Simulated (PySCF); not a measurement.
# B2BrH7N2: the cost of one run

The runs use PySCF 2.14.0, with density-fitted response routines of our own; the level of theory stands in each step. All values are computed, except where a source is named. Atoms count from 0, in the outputs and in this text.

### 1 Starting geometry

12 atoms, charge 0, multiplicity 1; geometry from: PBE0-D3(BJ)/def2-SVP.

Bonds of the start (Å): Br0–B1 2.00, B1–N2 1.58, N2–B3 1.60, B3–N4 1.60, N4–B1 1.58, B1–H5 1.21, N2–H6 1.02, N2–H7 1.02, B3–H8 1.22, B3–H9 1.22, N4–H10 1.02, N4–H11 1.02.

### 2 NMR shieldings: PBE0/6-31G*

What the job is given:

```
{"job": {"kind": "nmr", "xc": "PBE0", "basis": "6-31G*", "pop": true}, "charge": 0, "multiplicity": 1}
Br     2.383390    -0.188759    -1.388900
B      0.953697    -0.237524     0.012111
N     -0.048372     0.974242    -0.113879
B     -1.222024    -0.116099    -0.170307
N     -0.158788    -1.307095    -0.315446
H      1.400118    -0.357200     1.130126
H     -0.054059     1.611868     0.677634
H      0.066674     1.518300    -0.967168
H     -1.930848     0.005500    -1.149970
H     -1.804453    -0.182503     0.894380
H     -0.087779    -1.701248    -1.251455
H     -0.231401    -2.069565     0.352682
```

Method: GIAO PBE0/6-31G* NMR shielding, non-relativistic, gas phase.

Started as:

```bash
$ OMP_NUM_THREADS=1 python probes_run.py task.json out
```

This one command runs all jobs of the session in turn.

**Question.** How long does this first job take on 1 thread of Arm Neoverse V1, shared host, and how much memory does it need?

About 11 s, with a peak of 0.59 GiB.
